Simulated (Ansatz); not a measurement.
# C2H5As: a ladder of functionals and wavefunction methods

One table from this session's results is given with a row withheld; the runs are named, their logs left out.

Method: functionals in def2-TZVPP, the program's frozen cores in correlated methods; program: Ansatz 0.2.0, Gaussian basis.

Plan: LDA (SPW92), PBE-D4, revPBE-D4, BLYP-D4, r2SCAN-D4, B97M-V, PBE0-D4, B3LYP-D4, r2SCANh-D4, r2SCAN0-D4, HSE06-D4, BHLYP-D4, CAM-B3LYP-D4, LC-ωPBE, ωB97X-V, ωB97M-V, B2PLYP, PBE-QIDH; CCSD(T)/def2-SVP; CCSD(T)/def2-TZVPP; MP2/def2-QZVPP; extrapolation to the limit; RPA on PBE.

## Structure used throughout

The geometry comes from an earlier relaxation with PBE0-D4 in a triple-zeta def2 set; it is a stationary point, not always the lowest conformer.

SMILES `C1C[AsH]1`, 8 atoms, charge 0, spin multiplicity 1.

Atoms are counted from 1 here; the program's logs count them from 0.

Bond lengths: C1–C2 1.475 Å, C1–As3 1.990 Å, C1–H4 1.082 Å, C1–H5 1.084 Å, C2–As3 1.990 Å, C2–H6 1.084 Å, C2–H7 1.082 Å, As3–H8 1.526 Å. Angles: C2–C1–As3 68.3°, C2–C1–H4 118.7°, C2–C1–H5 118.1°, As3–C1–H4 115.8°, As3–C1–H5 113.5°, H4–C1–H5 114.4°, C1–C2–As3 68.3°, C1–C2–H6 118.1°, C1–C2–H7 118.7°, As3–C2–H6 113.5°, As3–C2–H7 115.7°, H6–C2–H7 114.4°, C1–As3–C2 43.5°, C1–As3–H8 93.4°, C2–As3–H8 93.4°.

The first run:

Contents of in.yaml:

```yaml
crystal:
  periodic: [false, false, false]
  atoms:
    - {symbol: C, position_ang: [-0.648933, 0.226367, -0.453213]}
    - {symbol: C, position_ang: [0.690729, 0.453792, 0.120134]}
    - {symbol: As, position_ang: [-0.393723, -0.778641, 1.245649]}
    - {symbol: H, position_ang: [-0.736459, -0.376316, -1.347754]}
    - {symbol: H, position_ang: [-1.378243, 1.024266, -0.378069]}
    - {symbol: H, position_ang: [0.888827, 1.409133, 0.591534]}
    - {symbol: H, position_ang: [1.547912, 0.010887, -0.369946]}
    - {symbol: H, position_ang: [0.122092, -2.026689, 0.535865]}
basis:
  gaussian: {orbitals: def2-TZVPP}
hamiltonian: {xc: lda}
output: {orbitals: {seedname: orbitals}}
```

Command:

```sh
$ ansatz run in.yaml --threads 2 --pin off --events-out ev --progress --plain --max-ram 4352MiB
```

Among the steps run: LDA; PBE-D4 (GGA); revPBE-D4 (GGA); BLYP-D4 (GGA); r2SCAN-D4 (meta-GGA); B97M-V (meta-GGA); B3LYP-D4 (hybrid); r2SCANh-D4 (hybrid); r2SCAN0-D4 (hybrid); HSE06-D4 (hybrid); BHLYP-D4 (hybrid); CAM-B3LYP-D4 (range-separated); LC-ωPBE (range-separated); ωB97X-V (range-separated); ωB97M-V (range-separated); B2PLYP (double hybrid); PBE-QIDH (double hybrid).

One of the session's tables, all rows but one given; the rest of the session is left out.

It belongs to the step «Frontier levels by functional». 

| functional | HOMO (eV) | LUMO (eV) | gap (eV) |
| --- | --- | --- | --- |
| LDA (SPW92) | -6.16 | -0.77 | 5.39 |
| PBE-D4 | -5.99 | -0.60 | 5.39 |
| revPBE-D4 | -5.94 | -0.53 | 5.41 |
| BLYP-D4 | -5.81 | -0.51 | 5.31 |
| r2SCAN-D4 | -6.23 | -0.39 | 5.84 |
| B97M-V | -6.20 | -0.42 | 5.79 |
| PBE0-D4 | -7.04 | 0.26 | 7.30 |
| B3LYP-D4 | -6.81 | 0.02 | 6.83 |
| r2SCANh-D4 | -6.61 | -0.08 | 6.54 |
| r2SCAN0-D4 | -7.19 | 0.39 | 7.58 |
| HSE06-D4 | -6.65 | -0.12 | 6.53 |
| BHLYP-D4 | ? | ? | ? |
| CAM-B3LYP-D4 | -8.28 | 1.28 | 9.55 |
| LC-ωPBE | -9.61 | 2.39 | 12.00 |
| ωB97X-V | -9.26 | 2.31 | 11.56 |
| ωB97M-V | -9.12 | 2.15 | 11.27 |

**Question.** Estimate the row for BHLYP-D4.

Worked estimate for «HOMO (eV)». Against the share of exact exchange, BLYP-D4 (0, -5.81), B3LYP-D4 (0.2, -6.81) give a slope of -5.00 per unit share; at 0.5 the line stands at -8.31.

The run gave: HOMO (eV): -7.92; LUMO (eV): 1.16; gap (eV): 9.07. In «HOMO (eV)» the line misses by -0.39.
